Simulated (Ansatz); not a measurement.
# CHBF3N: the cost of one run

Computed with Ansatz 0.2.0 (the levels named in each step, unless a step's input says otherwise).

## Step 1: The system as given

Bond lengths: C1–N2 1.138 Å, F3–B4 1.304 Å, B4–F5 1.298 Å, B4–F6 1.299 Å, C1–H7 1.058 Å. Angles: N2–C1–H7 179.6°, F3–B4–F5 119.8°, F3–B4–F6 119.6°, F5–B4–F6 120.6°.

Structure file:

```xyz
7

C     2.7936    1.0117    1.2012
N     3.6539    0.9818    1.9459
F    -0.1226    0.1414   -0.3792
B    -1.2835   -0.4002   -0.6231
F    -1.6311   -1.4861   -0.0026
F    -2.0816    0.1541   -1.4848
H     1.9912    1.0338    0.5116
```

## Step 2: A rough first relaxation, PBE-D4/def2-SVP

This run stands in another session on the same molecule. It ended at:

```xyz
7

C     2.7149    0.9266    1.2137
N     3.6940    1.1689    1.8011
F    -0.0593    0.2490   -0.3954
B    -1.2302   -0.3447   -0.6292
F    -1.5380   -1.4524    0.0179
F    -2.0626    0.1851   -1.5038
H     1.8014    0.7042    0.6645
```

## Step 3: Relaxation, B2PLYP/def2-TZVPP

File input.yaml:

```yaml
crystal:
  periodic: [false, false, false]
  atoms:
    - { symbol: C, position_ang: [2.71485312, 0.92658371, 1.21365945] }
    - { symbol: "N", position_ang: [3.69397284, 1.16891507, 1.80113687] }
    - { symbol: F, position_ang: [-0.05934663, 0.24895189, -0.39535342] }
    - { symbol: B, position_ang: [-1.2302343, -0.34470431, -0.62916881] }
    - { symbol: F, position_ang: [-1.53803579, -1.45240004, 0.017904] }
    - { symbol: F, position_ang: [-2.06262217, 0.18506356, -1.50376527] }
    - { symbol: H, position_ang: [1.80138294, 0.70419013, 0.66453717] }
basis:
  gaussian: { orbitals: def2-TZVPP }
hamiltonian:
  xc: { name: B2PLYP }
relax:
  f_tol: 0.002
  max_steps: 150
```

On the command line:

```
$ ansatz run input.yaml --threads 4 --pin off --max-ram 10240MiB --backend cpu --events-out ev --progress --plain --runs-dir out
```

Q: Estimate wall time and peak memory on 4 threads of Intel Xeon at 2.50GHz (Skylake/Cascade Lake), shared host.

About 9.8 min, with a peak of 0.72 GiB.
